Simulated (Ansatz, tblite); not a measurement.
# The cluster Na4O2: rung by rung

One table from this session's results is given with a row withheld; the runs are named, their logs left out.

Program: Ansatz 0.2.0, Gaussian basis. Level of theory: as each input shows. These are calculated values, not measurements.

Levels to be run: GFN1-xTB, GFN2-xTB, PBE-D4/def2-TZVP, r2SCAN-D4/def2-TZVP, ωB97X-V/def2-TZVP, PBE-QIDH/def2-TZVP, HF/def2-TZVP, r2SCANh-D4/def2-TZVP, LDA/def2-TZVP, B2PLYP/def2-TZVP, LC-ωPBE/def2-TZVP, PBE-D4/def2-SVP, PBE0-D4/def2-SVP, HF/STO-3G, PBE0-D4/def2-TZVPD, PBE-D4/def2-TZVPD, r2SCAN-D4/def2-TZVPD, CCSD(T)/def2-SVP, MP2/def2-TZVP, RPA/def2-TZVP.

1 further run of the same task is left out (set aside as unsound or not needed).

## The relaxed structure

The singlet was relaxed beforehand with r2SCAN-D4/def2-SVP. At that level it is the lowest of the isomers that a small search found.

6 atoms, charge 0, spin multiplicity 1.

Bond lengths: Na1–O5 2.004 Å, Na2–O6 2.004 Å, Na3–O5 2.138 Å, Na3–O6 2.138 Å, Na4–O5 2.138 Å, Na4–O6 2.138 Å. Angles: O5–Na3–O6 104.4°, O5–Na4–O6 104.4°, Na1–O5–Na3 142.2°, Na1–O5–Na4 142.2°, Na3–O5–Na4 75.6°, Na2–O6–Na3 142.2°, Na2–O6–Na4 142.2°, Na3–O6–Na4 75.6°.

Geometry (Å):

```mol
Na4O2
  3D, bonds by distance, orders not assigned

  6  6  0  0  0  0  0  0  0  0999 V2000
    2.7412   -0.8105    2.3388 Na  0  0
   -2.7494    0.8076   -2.3302 Na  0  0
   -0.0024   -1.2399   -0.4268 Na  0  0
    0.0071    1.2415    0.4219 Na  0  0
    1.2601   -0.3685    1.0630 O   0  0
   -1.2566    0.3696   -1.0667 O   0  0
  1  5  8  0
  2  6  8  0
  3  5  8  0
  3  6  8  0
  4  5  8  0
  4  6  8  0
M  END
```

PBE0-D4/def2-TZVP was run before; its log isn't repeated, and its numbers join the tables.

The first run:

Tight binding, by tblite at 300 K electronic temperature and without a spin-polarisation term:

```python
tblite.interface.Calculator('GFN1-xTB', numbers, positions, charge=0, uhf=0).singlepoint()
```

Tight binding, by tblite at 300 K electronic temperature and without a spin-polarisation term:

```python
tblite.interface.Calculator('GFN2-xTB', numbers, positions, charge=0, uhf=0).singlepoint()
```

start.molden holds the orbitals of an earlier run on this state, given as this run's starting guess.

The input, in.yaml:

```yaml
crystal:
  periodic: [false, false, false]
  atoms:
    - {symbol: Na, position_ang: [2.741199, -0.810488, 2.338771]}
    - {symbol: Na, position_ang: [-2.749399, 0.807618, -2.330210]}
    - {symbol: Na, position_ang: [-0.002417, -1.239862, -0.426800]}
    - {symbol: Na, position_ang: [0.007135, 1.241544, 0.421855]}
    - {symbol: O, position_ang: [1.260051, -0.368451, 1.063035]}
    - {symbol: O, position_ang: [-1.256580, 0.369640, -1.066651]}
basis:
  gaussian: {orbitals: def2-TZVP, initial_orbitals: start.molden}
hamiltonian: {xc: pbe, dispersion: d4}
scf: {omitted_lower_state_checks: [starts]}
output: {orbitals: {seedname: orbitals}}
```

On the command line:

```
$ ansatz run in.yaml --threads 2 --pin off --events-out ev --progress --plain --max-ram 4352MiB
```

Among the steps run: PBE-D4/def2-TZVP; r2SCAN-D4/def2-TZVP; ωB97X-V/def2-TZVP; PBE-QIDH/def2-TZVP; HF/def2-TZVP; r2SCANh-D4/def2-TZVP; LDA/def2-TZVP; B2PLYP/def2-TZVP; LC-ωPBE/def2-TZVP; PBE-D4/def2-SVP; PBE0-D4/def2-SVP; HF/STO-3G; PBE0-D4/def2-TZVPD; PBE-D4/def2-TZVPD; r2SCAN-D4/def2-TZVPD; CCSD(T)/def2-SVP; MP2/def2-TZVP; RPA/def2-TZVP.

One table of the session follows, with a row left open; its other results are not shown here.

It belongs to the step «Levels side by side». 

```
               level  LUMO (eV)  gap (eV)
           HF/STO-3G      13.37     10.69
        HF/def2-TZVP       0.39      6.30
       LDA/def2-TZVP      -1.51      1.08
     PBE-D4/def2-SVP      -1.48      0.95
    PBE-D4/def2-TZVP      -1.48      0.97
   PBE-D4/def2-TZVPD      -1.47      0.98
 r2SCAN-D4/def2-TZVP      -1.03      1.33
r2SCAN-D4/def2-TZVPD      -1.01      1.36
r2SCANh-D4/def2-TZVP      -0.84      1.89
    PBE0-D4/def2-SVP      -0.88      2.43
   PBE0-D4/def2-TZVP      -0.88      2.45
  PBE0-D4/def2-TZVPD      -0.88      2.45
   LC-ωPBE/def2-TZVP       0.31      6.03
   ωB97X-V/def2-TZVP          ?         ?
```

Estimate the missing values for ωB97X-V/def2-TZVP.

The run gave: LUMO (eV): 0.31; gap (eV): 5.81.
